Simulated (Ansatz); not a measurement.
# AlSi₃H₉: one species, many methods

An exercise on one series of results from a longer session: the logs are not shown, and one member is left open.

The runs use Ansatz 0.2.0, Gaussian basis; functionals in def2-TZVPP, the program's frozen cores in correlated methods.

Plan: PBE-D4, r2SCAN-D4, PBE0-D4, B3LYP-D4, ωB97X-V, ωB97M-V, B2PLYP; CCSD(T)/def2-TZVPP; MP2/def2-QZVPP; extrapolation to the limit.

## Structure used throughout

All runs share one geometry, relaxed beforehand with PBE0-D4 in a triple-zeta def2 set.

13 atoms, charge 0, spin multiplicity 1.

Atoms are counted from 1 here; the program's logs count them from 0.

Bond lengths: Al1–Si2 2.466 Å, Al1–H5 1.590 Å, Al1–H6 1.588 Å, Si2–Si3 2.337 Å, Si2–H7 1.491 Å, Si2–H8 1.490 Å, Si3–Si4 2.336 Å, Si3–H9 1.488 Å, Si3–H10 1.489 Å, Si4–H11 1.531 Å, Si4–H12 1.485 Å, Si4–H13 1.486 Å. Angles: Si2–Al1–H5 116.2°, Si2–Al1–H6 121.4°, H5–Al1–H6 121.2°, Al1–Si2–Si3 96.3°, Al1–Si2–H7 114.9°, Al1–Si2–H8 117.7°, Si3–Si2–H7 107.2°, Si3–Si2–H8 111.5°, H7–Si2–H8 108.4°, Si2–Si3–Si4 95.5°, Si2–Si3–H9 120.7°, Si2–Si3–H10 111.5°, Si4–Si3–H9 111.6°, Si4–Si3–H10 106.8°, H9–Si3–H10 109.3°, Si3–Si4–H11 104.8°, Si3–Si4–H12 112.9°, Si3–Si4–H13 120.6° and more.

The first run:

in.yaml reads:

```yaml
crystal:
  periodic: [false, false, false]
  atoms:
    - {symbol: Al, position_ang: [-0.964147, 1.082832, -1.372260]}
    - {symbol: Si, position_ang: [0.512999, -0.890156, -1.457791]}
    - {symbol: Si, position_ang: [1.399628, -0.638864, 0.690022]}
    - {symbol: Si, position_ang: [-0.571279, 0.163754, 1.652685]}
    - {symbol: H, position_ang: [-0.243653, 2.500251, -1.386307]}
    - {symbol: H, position_ang: [-2.531956, 0.954044, -1.588939]}
    - {symbol: H, position_ang: [-0.194372, -2.202712, -1.491728]}
    - {symbol: H, position_ang: [1.585450, -0.907451, -2.492361]}
    - {symbol: H, position_ang: [1.933844, -1.811747, 1.433883]}
    - {symbol: H, position_ang: [2.389311, 0.472235, 0.745133]}
    - {symbol: H, position_ang: [-1.136538, 1.147272, 0.624927]}
    - {symbol: H, position_ang: [-1.627893, -0.874860, 1.758256]}
    - {symbol: H, position_ang: [-0.530995, 0.970702, 2.899280]}
basis:
  gaussian: {orbitals: def2-TZVPP}
hamiltonian: {xc: pbe, dispersion: d4}
output: {forces: true, orbitals: {seedname: orbitals}}
```

Command:

```
$ ansatz run in.yaml --threads 4 --pin off --events-out ev --progress --plain --max-ram 10444MiB
```

Among the steps run: PBE-D4 (GGA); r2SCAN-D4 (meta-GGA); PBE0-D4 (hybrid); B3LYP-D4 (hybrid); ωB97X-V (range-separated); ωB97M-V (range-separated); B2PLYP (double hybrid); CCSD(T) in def2-TZVPP; MP2 in def2-QZVPP.

One table of the session follows, with a row left open; its other results are not shown here.

It belongs to the step «Atomisation energies». 

```
            method  atomisation energy (kcal/mol)
            PBE-D4                          841.0
         r2SCAN-D4                          855.9
           PBE0-D4                          843.2
          B3LYP-D4                          852.3
           ωB97X-V                          864.3
           ωB97M-V                          852.7
            B2PLYP                          836.4
     HF/def2-TZVPP                          651.5
    MP2/def2-TZVPP                          819.7
   CCSD/def2-TZVPP                          827.0
CCSD(T)/def2-TZVPP                              ?
           MP2/CBS                          841.3
       CCSD(T)/CBS                          856.1
```

Estimate the missing values for CCSD(T)/def2-TZVPP.

**Answer.** atomisation energy (kcal/mol): 834.5. In the column «atomisation energy (kcal/mol)» it lies between CCSD/def2-TZVPP (827.0) and B2PLYP (836.4).
